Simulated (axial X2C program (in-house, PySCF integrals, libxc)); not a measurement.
# TaAl: properties at the nuclei

Wanted for TaAl: properties at the nuclei, at the two-component level.

Program: an in-house X2C program for linear molecules on PySCF integrals. Level of theory: two-component X2C with atomic mean-field terms, Ta dyall-cv3z, Al dyall-v3z. These are calculated values, not measurements.

**1. Set-up**

Input file task.json:

```json
{"zs": [73, 13], "q": 0, "bas": ["dyall-cv3z", "dyall-v3z"], "r0": 2.72, "levels": ["PBE0", "HF", "LDA", "PBE50", "BHandHLYP"], "nst": 3}
```

Keys: zs atomic numbers; q charge; bas basis sets; r0 starting distance in Å; levels methods (HF also brings MP2); nst determinants followed.

Launch:

```bash
python soeom.py task.json out
```

The runs that follow: Expectation values, lowest determinant; Expectation values, a higher determinant; Expectation values, a higher determinant.

Q: Predict the outcome of this session. Wanted: lowest determinant; Eeff magnitude; Ws magnitude Ta; A∥/gI Ta; qzz Ta; higher determinant (for each run or level that gives them).

As calculated:

```
                                        quantity                                            value
                              lowest determinant   Ω = 4 (excess of +ω over −ω: ω = 3/2, ω = 5/2)
                    Eeff magnitude (GV/cm), PBE0                                             7.35
                     Ws magnitude Ta (kHz), PBE0                                             2.57
                            A∥/gI Ta (MHz), PBE0                                              274
                             qzz Ta (a.u.), PBE0                                            -3.16
                              higher determinant   Ω = 3 (excess of +ω over −ω: ω = 1/2, ω = 5/2)
Eeff magnitude (GV/cm), PBE0, higher determinant                                             9.76
 Ws magnitude Ta (kHz), PBE0, higher determinant                                             2.04
        A∥/gI Ta (MHz), PBE0, higher determinant                                             1750
         qzz Ta (a.u.), PBE0, higher determinant                                             1.74
                              higher determinant  Ω = 2 (excess of +ω over −ω: ω = -1/2, ω = 5/2)
Eeff magnitude (GV/cm), PBE0, higher determinant                                             19.5
 Ws magnitude Ta (kHz), PBE0, higher determinant                                             8.46
        A∥/gI Ta (MHz), PBE0, higher determinant                                              918
         qzz Ta (a.u.), PBE0, higher determinant                                             3.08
```

In words: In the first state, the effective field runs from 2.72 to 86.9 GV/cm over the mean-field levels, so the levels don't agree on it. The expectation values come from single determinants, which for open shells can mix terms of unlike spin or miss the lowest Ω, so a determinant need not be a state. Eeff is the effective electric field on the electron dipole moment in this Ω state and Ws the scalar–pseudoscalar constant (defined with the proton number Z and per Ω); A∥ is the parallel hyperfine constant, which follows by multiplying with the nuclear g factor gI = μI/(I μN); qzz is the electric field gradient, eQq0 = 234.96 MHz × Q/barn × qzz; μ is positive if Al is the positive end. The operators were transformed with the bare-nucleus X2C matrices. A second determinant lies within 0.1 eV of the first, so their order is not settled at this level.
